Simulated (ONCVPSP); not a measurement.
# An ONCV potential for gallium, from input to tests

Task: generate the file, and judge it by its errors in other configurations, its logarithmic derivatives, its ghosts and its cutoff.

Method: ONCVPSP 4.0.1, LDA (Perdew-Wang 92), scalar-relativistic.

## 1. The atom and the settings

The settings as typed:

| Item | Value |
| --- | --- |
| element | gallium (Ga, Z = 31) |
| type | optimised norm-conserving Vanderbilt (ONCV) |
| frozen core | [Ar] |
| valence charge | 13 |
| reference configuration | 3d10 4s2 4p1 |
| partial waves | 4s: rc 1.50 bohr, ncon 4, nbas 7, qcut 4 1/bohr, 2 projectors, debl 2.1 Ha; 4p: rc 2.70 bohr, ncon 3, nbas 6, qcut 3.4 1/bohr, 2 projectors, debl 3.6 Ha; 3d: rc 0.90 bohr, ncon 5, nbas 9, qcut 16.7 1/bohr, 2 projectors, debl 3.6 Ha |
| local potential | polynomial inside 0.70 bohr (lpopt 5, dvloc0 0 Ha) |
| core correction | Teter function fitted to the true core (icmod 2), fcfact 0.4 |

## 2. The generation run

Contents of Ga.dat:

```
# ATOM AND REFERENCE CONFIGURATION
# atsym  z   nc   nv     iexc    psfile
  Ga 31.00    5    3  -001012      upf
#
#   n    l    f
    1    0    2.00
    2    0    2.00
    2    1    6.00
    3    0    2.00
    3    1    6.00
    3    2   10.00
    4    0    2.00
    4    1    1.00
#
# PSEUDOPOTENTIAL AND OPTIMIZATION
# lmax
    2
#
#   l,   rc,      ep,       ncon, nbas, qcut
    0    1.50    0.00    4    7    4.00
    1    2.70    0.00    3    6    3.40
    2    0.90    0.00    5    9   16.70
#
# LOCAL POTENTIAL
# lloc, lpopt,  rc(5),   dvloc0
    4    5    0.70    0.00
#
# VANDERBILT-KLEINMAN-BYLANDER PROJECTORs
# l, nproj, debl
    0    2    2.10
    1    2    3.60
    2    2    3.60
#
# MODEL CORE CHARGE
# icmod, fcfact, rcfact
    2    0.40    1.10
#
# LOG DERIVATIVE ANALYSIS
# epsh1, epsh2, depsh
   -2.00    5.00    0.02
#
# OUTPUT GRID
# rlmax, drl
    6.00    0.01
#
# TEST CONFIGURATIONS
# ncnf
    4
# nvcnf
#   n    l    f
    3
    3    2   10.00
    4    0    2.00
    4    1    0.00
#
    3
    3    2   10.00
    4    0    1.00
    4    1    0.00
#
    3
    3    2   10.00
    4    0    0.00
    4    1    0.00
#
    3
    3    2    9.00
    4    0    2.00
    4    1    2.00
#
```

Run with:

```sh
$ oncvpsp.x < Ga.dat > Ga.out
```

Q: Predict the outcome of this session. Wanted: cutoffs for 1 and 0.1 mHa per electron, occupied waves; bound ghosts; GHOST(+) flags; largest test error; largest phase difference near zero energy, channels read; rms error of d²Exc/dn², without and with the model core.

As calculated:

```
                                                quantity                                        value
  cutoffs for 1 and 0.1 mHa per electron, occupied waves                            123 Ha and 139 Ha
                                            bound ghosts                              s at -118.84 eV
                                          GHOST(+) flags                      s at 471 eV, p at 48 eV
                            largest test error (AE − PS)  -278 meV, for 3d9 4s2 4p2 (1 test unsolved)
largest phase difference near zero energy, channels read                                    0.003 rad
 rms error of d²Exc/dn², without and with the model core                            6.81 and 3.12 mHa
```

What this shows: A bound ghost (s) makes it unfit for use: electrons can fall into a state that the atom doesn't have. The worst unpolarised test, 3d9 4s2 4p2, is off by 278 meV on 20.4 eV; by total energies transferability rates as poor. Of the tests 1 gave no usable energy difference, which is a warning in itself. By its cutoff, 123 Ha for the looser tolerance, it is very hard. At the looser tolerance the 3d wave is the slowest; 4s needs 8 Ha. Near zero energy the phases of the channels with partial waves agree within 0.003 rad. The program also flags highly localised states, GHOST(+) (s, p). All of this concerns the isolated atom, not yet a solid.
